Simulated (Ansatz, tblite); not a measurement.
# Si(vinyl)3(NMe2) (C₈H₁₅NSi): charged states by level of theory

Aim: the energy of removing an electron for Si(vinyl)3(NMe2) (C₈H₁₅NSi), by energy differences, and how well orbital energies stand in for it.

Program: Ansatz 0.2.0, Gaussian basis. Level of theory: as each input shows. These are calculated values, not measurements.

The runs, in order: charge +1 doublet, at the geometry of the singlet (PBE0-D4/def2-TZVP, PBE-D4/def2-TZVP, B3LYP-D4/def2-TZVP, LC-ωPBE(0.10)/def2-SVP, LC-ωPBE(0.15)/def2-SVP, LC-ωPBE(0.20)/def2-SVP, LC-ωPBE(0.30)/def2-SVP); the starting singlet's energies come from earlier runs.

## 1. The structure

The geometry is that of the singlet, from an earlier relaxation (PBE-D4/def2-SVP).

25 atoms, charge 0, spin multiplicity 1.

Atoms are counted from 1 here; the program's logs count them from 0.

Bond lengths: Si1–C2 1.884 Å, Si1–C7 1.885 Å, Si1–C12 1.881 Å, Si1–N17 1.761 Å, C2–C3 1.348 Å, C2–H4 1.107 Å, C3–H5 1.105 Å, C3–H6 1.104 Å, C7–C8 1.350 Å, C7–H9 1.108 Å, C8–H10 1.105 Å, C8–H11 1.105 Å, C12–C13 1.349 Å, C12–H14 1.107 Å, C13–H15 1.104 Å, C13–H16 1.104 Å, N17–C18 1.449 Å, N17–C19 1.452 Å and more. Angles: C2–Si1–C7 109.2°, C2–Si1–C12 109.6°, C2–Si1–N17 108.3°, C7–Si1–C12 109.5°, C7–Si1–N17 112.3°, C12–Si1–N17 107.9°, Si1–C2–C3 123.3°, Si1–C2–H4 118.4°, C3–C2–H4 118.2°, C2–C3–H5 120.9°, C2–C3–H6 122.5°, H5–C3–H6 116.5°, Si1–C7–C8 124.5°, Si1–C7–H9 117.8°, C8–C7–H9 117.5°, C7–C8–H10 121.6°, C7–C8–H11 122.6°, H10–C8–H11 115.8° and more.

## 2. Charge +1 doublet at the fixed geometry, PBE0-D4/def2-TZVP

in.yaml

```yaml
crystal:
  periodic: [false, false, false]
  atoms:
    - {symbol: Si, position_ang: [0.087186, 0.423089, 0.047239]}
    - {symbol: C, position_ang: [0.132196, 0.687949, 1.912376]}
    - {symbol: C, position_ang: [-0.721319, 0.087128, 2.766114]}
    - {symbol: H, position_ang: [0.855864, 1.417572, 2.323805]}
    - {symbol: H, position_ang: [-1.470798, -0.638628, 2.403239]}
    - {symbol: H, position_ang: [-0.715703, 0.289158, 3.851839]}
    - {symbol: C, position_ang: [1.850037, 0.408315, -0.618927]}
    - {symbol: C, position_ang: [2.955873, 0.288107, 0.145677]}
    - {symbol: H, position_ang: [1.987214, 0.422846, -1.718475]}
    - {symbol: H, position_ang: [2.896731, 0.254691, 1.248622]}
    - {symbol: H, position_ang: [3.970998, 0.215875, -0.283984]}
    - {symbol: C, position_ang: [-0.879931, 1.817012, -0.764469]}
    - {symbol: C, position_ang: [-0.324648, 2.768813, -1.542066]}
    - {symbol: H, position_ang: [-1.961425, 1.894475, -0.539662]}
    - {symbol: H, position_ang: [0.751879, 2.761438, -1.788477]}
    - {symbol: H, position_ang: [-0.911185, 3.604056, -1.964095]}
    - {symbol: N, position_ang: [-0.762503, -1.085362, -0.277077]}
    - {symbol: C, position_ang: [-1.625805, -1.271451, -1.425992]}
    - {symbol: C, position_ang: [-0.231471, -2.328728, 0.251947]}
    - {symbol: H, position_ang: [-1.116875, -1.798113, -2.272792]}
    - {symbol: H, position_ang: [-1.985468, -0.297188, -1.811506]}
    - {symbol: H, position_ang: [-2.520960, -1.882831, -1.159703]}
    - {symbol: H, position_ang: [0.417881, -2.137002, 1.129488]}
    - {symbol: H, position_ang: [-1.052518, -3.006466, 0.586055]}
    - {symbol: H, position_ang: [0.374768, -2.894767, -0.499198]}
basis:
  gaussian: {orbitals: def2-TZVP, fitting: {mean_field: def2-universal-jkfit}}
total_charge: 1
magnetization: {spin_polarized: true, initial_magnetization: 1}
hamiltonian: {xc: pbe0, dispersion: d4}
scf: {omitted_lower_state_checks: [starts]}
output: {orbitals: {seedname: orbitals}}
```

Launch:

```sh
$ ansatz run in.yaml --threads 2 --pin off --events-out ev --progress --plain --max-ram 22528MiB --backend cuda --devices 0, --max-vram 18GiB
```

What it wrote:

```text
Functional definition: PBE0
  name "PBE0"
  cite "Adamo & Barone, J. Chem. Phys. 110, 6158 (1999) doi:10.1063/1.478522"
  cite "Perdew, Burke & Ernzerhof, Phys. Rev. Lett. 77, 3865 (1996) doi:10.1103/PhysRevLett.77.3865"
  parent pbe
  parameter a = 0.25
  parameter kappa = 0.804
  parameter beta = 0.06672455060314922
  exchange = (1 - a)*pbe_x(kappa = kappa, mu = beta*pi^2/3) + a*exact_x
  correlation = pbe_c(beta = beta)
these checks for a lower state are left out or cut short: starts
1075 factors; integrals over basis functions are off by at most 4.0e-1 eV
mean field evaluation 1: about -17865.2918 eV, gradient 6.9e1 eV
mean field evaluation 2: about -17860.9562 eV, gradient 7.2e1 eV
mean field evaluation 4: about -17887.3091 eV, gradient 7.2e0 eV
mean field evaluation 8: about -17887.5694 eV, gradient 2.0e-1 eV
mean field evaluation 16: about -17887.5698 eV, gradient 8.2e-4 eV
mean field -17887.56977190 eV, -657.3560644870 hartree, gradient 5.8e-5 eV, S^2 0.756436; 0 other end points of the search recorded, 0 dependent functions left out
reference -17887.56981583 eV, -657.3560661014 hartree; 42, 41 occupied and 364, 365 virtual orbitals, 1075 factors
Total energy: -17888.16407721 eV, -657.3779048044 hartree
Checks for a lower state left out: starts
```

It took 8 s on 1 × H100 (card shared with other runs) with 2 threads of AMD EPYC 7R13, shared host; peak host memory 0.95 GiB.

From the report: HOMO -11.35 eV, LUMO -9.37 eV (over both spins); ⟨S²⟩ 0.756 (pure: 0.75).

## 3. Charge +1 doublet at the fixed geometry, PBE-D4/def2-TZVP

start.molden holds the orbitals of an earlier run on this state, given as this run's starting guess.

Changes to in.yaml since step 2:

```diff
@@ -29,6 +29,6 @@
 basis:
-  gaussian: {orbitals: def2-TZVP, fitting: {mean_field: def2-universal-jkfit}}
+  gaussian: {orbitals: def2-TZVP, fitting: {mean_field: def2-universal-jkfit}, initial_orbitals: start.molden}
 total_charge: 1
 magnetization: {spin_polarized: true, initial_magnetization: 1}
-hamiltonian: {xc: pbe0, dispersion: d4}
+hamiltonian: {xc: pbe, dispersion: d4}
 scf: {omitted_lower_state_checks: [starts]}
```

Same command.

What it wrote:

```text
Functional definition: PBE
  name "PBE"
  cite "Perdew, Burke & Ernzerhof, Phys. Rev. Lett. 77, 3865 (1996) doi:10.1103/PhysRevLett.77.3865"
  parent pbe
  parameter kappa = 0.804
  parameter beta = 0.06672455060314922
  exchange = pbe_x(kappa = kappa, mu = beta*pi^2/3)
  correlation = pbe_c(beta = beta)
these checks for a lower state are left out or cut short: starts
1075 factors; integrals over basis functions are off by at most 4.0e-1 eV
mean field evaluation 1: about -17885.4534 eV, gradient 9.5e0 eV
mean field evaluation 2: about -17885.7031 eV, gradient 3.8e-1 eV
mean field evaluation 4: about -17885.7142 eV, gradient 1.9e-1 eV
mean field evaluation 8: about -17885.7146 eV, gradient 2.1e-3 eV
mean field -17885.71461831 eV, -657.2878888502 hartree, gradient 6.9e-6 eV, S^2 0.753063; 0 other end points of the search recorded, 0 dependent functions left out
reference -17885.71467684 eV, -657.2878910011 hartree; 42, 41 occupied and 364, 365 virtual orbitals, 1075 factors
Total energy: -17886.39995731 eV, -657.3130745939 hartree
Checks for a lower state left out: starts
```

It took 7 s on 1 × H100 (card shared with other runs) with 2 threads of AMD EPYC 7R13, shared host; peak host memory 0.96 GiB.

From the report: HOMO -10.32 eV, LUMO -10.21 eV (over both spins); ⟨S²⟩ 0.753 (pure: 0.75).

## 4. Charge +1 doublet at the fixed geometry, B3LYP-D4/def2-TZVP

Changes to in.yaml since step 3:

```diff
@@ -32,3 +32,3 @@
 magnetization: {spin_polarized: true, initial_magnetization: 1}
-hamiltonian: {xc: pbe, dispersion: d4}
+hamiltonian: {xc: {name: B3LYP}, dispersion: d4}
 scf: {omitted_lower_state_checks: [starts]}
```

The command is unchanged.

What it wrote, shortened:

```text
Functional definition: B3LYP
  name "B3LYP"
  cite "Stephens, Devlin, Chabalowski & Frisch, J. Phys. Chem. 98, 11623 (1994) doi:10.1021/j100096a001"
  cite "Becke, Phys. Rev. A 38, 3098 (1988) doi:10.1103/PhysRevA.38.3098"
  cite "Lee, Yang & Parr, Phys. Rev. B 37, 785 (1988) doi:10.1103/PhysRevB.37.785"
  cite "Vosko, Wilk & Nusair, Can. J. Phys. 58, 1200 (1980) doi:10.1139/p80-159"
[...]
1075 factors; integrals over basis functions are off by at most 4.0e-1 eV
[...]
mean field -17904.25498328 eV, -657.9692346956 hartree, gradient 1.5e-5 eV, S^2 0.755536; 0 other end points of the search recorded, 0 dependent functions left out
reference -17904.25536078 eV, -657.9692485686 hartree; 42, 41 occupied and 364, 365 virtual orbitals, 1075 factors
Total energy: -17905.33575309 eV, -658.0089522537 hartree
Checks for a lower state left out: starts
```

Wall time 6 s (1 × H100 (card shared with other runs) with 2 threads of AMD EPYC 7R13, shared host); peak host memory 0.91 GiB.

Report: HOMO -11.11 eV, LUMO -9.69 eV (over both spins); ⟨S²⟩ 0.756 (pure: 0.75).

## 5. Charge +1 doublet at the fixed geometry, LC-ωPBE(0.10)/def2-SVP

Changes to in.yaml since step 4:

```diff
@@ -29,6 +29,6 @@
 basis:
-  gaussian: {orbitals: def2-TZVP, fitting: {mean_field: def2-universal-jkfit}, initial_orbitals: start.molden}
+  gaussian: {orbitals: def2-SVP, initial_orbitals: start.molden}
 total_charge: 1
 magnetization: {spin_polarized: true, initial_magnetization: 1}
-hamiltonian: {xc: {name: B3LYP}, dispersion: d4}
+hamiltonian: {xc: {name: LC-wPBE, parameters: {omega: 0.1/bohr}}}
 scf: {omitted_lower_state_checks: [starts]}
```

The command is unchanged.

What it wrote, shortened:

```text
Functional definition: LC-wPBE
  name "LC-wPBE"
  cite "Vydrov & Scuseria, J. Chem. Phys. 125, 234109 (2006) doi:10.1063/1.2409292"
  cite "Heyd & Scuseria, J. Chem. Phys. 120, 7274 (2004) doi:10.1063/1.1668634"
  cite "Ernzerhof & Perdew, J. Chem. Phys. 109, 3313 (1998) doi:10.1063/1.476928"
  cite "Perdew, Burke & Ernzerhof, Phys. Rev. Lett. 77, 3865 (1996) doi:10.1103/PhysRevLett.77.3865"
  parent pbe
[...]
  with omega = 0.1/bohr from the input
[...]
2502 factors; their error is unknown
161 factors; integrals over basis functions are off by at most 2.1e-7 eV
[...]
mean field -17874.81969375 eV, -656.8875077573 hartree, gradient 8.1e-6 eV, S^2 0.753140; 0 other end points of the search recorded, 0 dependent functions left out
reference -17874.81969393 eV, -656.8875077639 hartree; 42, 41 occupied and 177, 178 virtual orbitals, 2502 factors
Total energy: -17874.81969393 eV, -656.8875077639 hartree
Checks for a lower state left out: starts
```

It took 13 s on 1 × H100 (card shared with other runs) with 2 threads of AMD EPYC 7R13, shared host; peak host memory 1.1 GiB.

HOMO -11.72 eV, LUMO -8.88 eV (over both spins); ⟨S²⟩ 0.753 (pure: 0.75).

## 6. Charge +1 doublet at the fixed geometry, LC-ωPBE(0.15)/def2-SVP

Changes to in.yaml since step 5:

```diff
@@ -32,3 +32,3 @@
 magnetization: {spin_polarized: true, initial_magnetization: 1}
-hamiltonian: {xc: {name: LC-wPBE, parameters: {omega: 0.1/bohr}}}
+hamiltonian: {xc: {name: LC-wPBE, parameters: {omega: 0.15/bohr}}}
 scf: {omitted_lower_state_checks: [starts]}
```

Launched as before.

What it wrote, shortened:

```text
Functional definition: LC-wPBE
  name "LC-wPBE"
  cite "Vydrov & Scuseria, J. Chem. Phys. 125, 234109 (2006) doi:10.1063/1.2409292"
  cite "Heyd & Scuseria, J. Chem. Phys. 120, 7274 (2004) doi:10.1063/1.1668634"
  cite "Ernzerhof & Perdew, J. Chem. Phys. 109, 3313 (1998) doi:10.1063/1.476928"
  cite "Perdew, Burke & Ernzerhof, Phys. Rev. Lett. 77, 3865 (1996) doi:10.1103/PhysRevLett.77.3865"
  parent pbe
[...]
  with omega = 0.15/bohr from the input
[...]
2502 factors; their error is unknown
311 factors; integrals over basis functions are off by at most 5.2e-7 eV
[...]
mean field -17875.74088115 eV, -656.9213607699 hartree, gradient 2.7e-5 eV, S^2 0.753561; 0 other end points of the search recorded, 0 dependent functions left out
reference -17875.74088123 eV, -656.9213607728 hartree; 42, 41 occupied and 177, 178 virtual orbitals, 2502 factors
Total energy: -17875.74088123 eV, -656.9213607728 hartree
Checks for a lower state left out: starts
```

Wall time 4.9 s (1 × H100 (card shared with other runs) with 2 threads of AMD EPYC 7R13, shared host); peak host memory 0.95 GiB.

From the report: HOMO -12.32 eV, LUMO -8.46 eV (over both spins); ⟨S²⟩ 0.754 (pure: 0.75).

## 7. Charge +1 doublet at the fixed geometry, LC-ωPBE(0.20)/def2-SVP

Changes to in.yaml since step 6:

```diff
@@ -32,3 +32,3 @@
 magnetization: {spin_polarized: true, initial_magnetization: 1}
-hamiltonian: {xc: {name: LC-wPBE, parameters: {omega: 0.15/bohr}}}
+hamiltonian: {xc: {name: LC-wPBE, parameters: {omega: 0.2/bohr}}}
 scf: {omitted_lower_state_checks: [starts]}
```

Same command.

What it wrote, shortened:

```text
Functional definition: LC-wPBE
  name "LC-wPBE"
  cite "Vydrov & Scuseria, J. Chem. Phys. 125, 234109 (2006) doi:10.1063/1.2409292"
  cite "Heyd & Scuseria, J. Chem. Phys. 120, 7274 (2004) doi:10.1063/1.1668634"
  cite "Ernzerhof & Perdew, J. Chem. Phys. 109, 3313 (1998) doi:10.1063/1.476928"
  cite "Perdew, Burke & Ernzerhof, Phys. Rev. Lett. 77, 3865 (1996) doi:10.1103/PhysRevLett.77.3865"
  parent pbe
[...]
  with omega = 0.2/bohr from the input
[...]
2502 factors; their error is unknown
435 factors; integrals over basis functions are off by at most 2.0e-6 eV
[...]
mean field -17876.77733987 eV, -656.9594499253 hartree, gradient 2.4e-5 eV, S^2 0.754069; 0 other end points of the search recorded, 0 dependent functions left out
reference -17876.77733991 eV, -656.9594499268 hartree; 42, 41 occupied and 177, 178 virtual orbitals, 2502 factors
Total energy: -17876.77733991 eV, -656.9594499268 hartree
Checks for a lower state left out: starts
```

It took 11 s on 1 × H100 (card shared with other runs) with 2 threads of AMD EPYC 7R13, shared host; peak host memory 0.95 GiB.

Report: HOMO -12.82 eV, LUMO -8.13 eV (over both spins); ⟨S²⟩ 0.754 (pure: 0.75).

## 8. Charge +1 doublet at the fixed geometry, LC-ωPBE(0.30)/def2-SVP

Changes to in.yaml since step 7:

```diff
@@ -32,3 +32,3 @@
 magnetization: {spin_polarized: true, initial_magnetization: 1}
-hamiltonian: {xc: {name: LC-wPBE, parameters: {omega: 0.2/bohr}}}
+hamiltonian: {xc: {name: LC-wPBE, parameters: {omega: 0.3/bohr}}}
 scf: {omitted_lower_state_checks: [starts]}
```

The command is unchanged.

What it wrote, shortened:

```text
Functional definition: LC-wPBE
  name "LC-wPBE"
  cite "Vydrov & Scuseria, J. Chem. Phys. 125, 234109 (2006) doi:10.1063/1.2409292"
  cite "Heyd & Scuseria, J. Chem. Phys. 120, 7274 (2004) doi:10.1063/1.1668634"
  cite "Ernzerhof & Perdew, J. Chem. Phys. 109, 3313 (1998) doi:10.1063/1.476928"
  cite "Perdew, Burke & Ernzerhof, Phys. Rev. Lett. 77, 3865 (1996) doi:10.1103/PhysRevLett.77.3865"
  parent pbe
[...]
  with omega = 0.3/bohr from the input
[...]
2502 factors; their error is unknown
638 factors; integrals over basis functions are off by at most 1.1e-5 eV
[...]
mean field -17878.73597082 eV, -657.0314282852 hartree, gradient 2.0e-5 eV, S^2 0.755069; 0 other end points of the search recorded, 0 dependent functions left out
reference -17878.73597084 eV, -657.0314282858 hartree; 42, 41 occupied and 177, 178 virtual orbitals, 2502 factors
Total energy: -17878.73597084 eV, -657.0314282858 hartree
Checks for a lower state left out: starts
```

Wall time 9.5 s (1 × H100 (card shared with other runs) with 2 threads of AMD EPYC 7R13, shared host); peak host memory 0.94 GiB.

From the report: HOMO -13.56 eV, LUMO -7.62 eV (over both spins); ⟨S²⟩ 0.755 (pure: 0.75).

## 9. Vertical ionisation energy

Charged state less starting state, singlet to doublet; the starting state's energies are those of its earlier runs.

```csv
level,vertical ionisation energy (eV),time
PBE-D4/def2-TZVP,+7.65,10 s
B3LYP-D4/def2-TZVP,+7.89,12 s
PBE0-D4/def2-TZVP,+7.81,11 s
```

Times add the two runs; a level without a time comes out of a correlated run.

Beside −ε(HOMO) of the starting state:

```csv
level,−ε(HOMO) (eV),by difference (eV),mismatch (eV)
PBE-D4/def2-TZVP,4.86,7.65,-2.79
B3LYP-D4/def2-TZVP,5.93,7.89,-1.96
PBE0-D4/def2-TZVP,6.12,7.81,-1.68
```

Tuning ω of LC-ωPBE, so that −ε(HOMO) meets the ionisation energy:

```csv
ω (1/bohr),−ε(HOMO) (eV),by difference (eV)
0.1,6.16,7.58
0.15,6.77,7.66
0.2,7.28,7.74
0.3,8.10,7.90
```

## 10. Summary of results

```
                                            quantity                                value
vertical ionisation energy, functionals in def2-TZVP  7.65 (PBE-D4) to 7.89 eV (B3LYP-D4)
                                             tuned ω                          0.27 1/bohr
```

**Reading.** The vertical ionisation energy spans 7.65 to 7.89 eV over the functionals. −ε(HOMO) misses the level's own difference by -1.68 eV at best (PBE0-D4) and -2.79 eV at worst (PBE-D4).
